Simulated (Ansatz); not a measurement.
# CsEu: the cost of one run

Method: DFT LDA, with the methods named in each step, in Ansatz 0.2.0.

## Step 1: The structure to begin with

The structure is hexagonal, space group P-6m2 (No. 187). Conventional cell: a = 4.464 Å, b = 4.464 Å, c = 8.009 Å, α = 90.00°, β = 90.00°, γ = 120.00°. Cs (site symmetry -6m2) is surrounded by 6 Cs at 4.46 Å. Eu (site symmetry -6m2) is surrounded by 6 Eu at 4.46 Å.

As a file:

```cif
data_structure
_symmetry_space_group_name_H-M 'P 1'
_symmetry_Int_Tables_number 1
_cell_length_a 4.4644
_cell_length_b 4.4644
_cell_length_c 16.0173
_cell_angle_alpha 90.000
_cell_angle_beta 90.000
_cell_angle_gamma 60.000
_cell_volume 276.47
loop_
_atom_site_label
_atom_site_type_symbol
_atom_site_fract_x
_atom_site_fract_y
_atom_site_fract_z
_atom_site_occupancy
Cs1 Cs 0.00000 0.00000 0.25000 1
Cs2 Cs 0.00000 0.00000 0.75000 1
Eu1 Eu 0.33333 0.33333 0.00000 1
Eu2 Eu 0.33333 0.33333 0.50000 1
```

Elk's input and logs are in atomic units (hartree, bohr).

Atoms are numbered in the order of the input: Cs1, Cs2, Eu3, Eu4.

## Step 2: Collinear moments without spin-orbit coupling, PAW

File input.yaml:

```yaml
crystal:
  lattice:
    - [4.4644198847, 0.0, 0.0]
    - [2.2322099423, 3.8663010333, 0.0]
    - [0.0, 0.0, 16.017262]
  atoms:
    - { symbol: Cs, position: [0.0, 0.0, 0.25] }
    - { symbol: Cs, position: [0.0, 0.0, 0.75] }
    - { symbol: Eu, position: [0.3333333333, 0.3333333333, 0.0], spin: 7.0 }
    - { symbol: Eu, position: [0.3333333333, 0.3333333333, 0.5], spin: -7.0 }
magnetization:
  spin_polarized: true
kpoints:
  mp_grid: { grid: [7, 7, 2] }
scf:
  occupations: { method: fermi_dirac, width: 0.1 }
  lower_state_search: "off"
hamiltonian:
  xc: lda
  pseudopotentials: { kind: paw }
output:
  forces: true
  stress: true
  eigenvalues: true
  write_density: true
  write_potential: true
  elf: true
  volumetric_format: npy
```

On the command line:

```sh
> ansatz run input.yaml --threads 2 --pin off --max-ram 6144MiB --backend cpu --events-out ev --progress --plain --runs-dir out
```

**Question.** How long does this run take on 2 threads of Arm Neoverse V1, shared host, and how much memory does it need?

About 25 s, with a peak of 0.6 GiB.
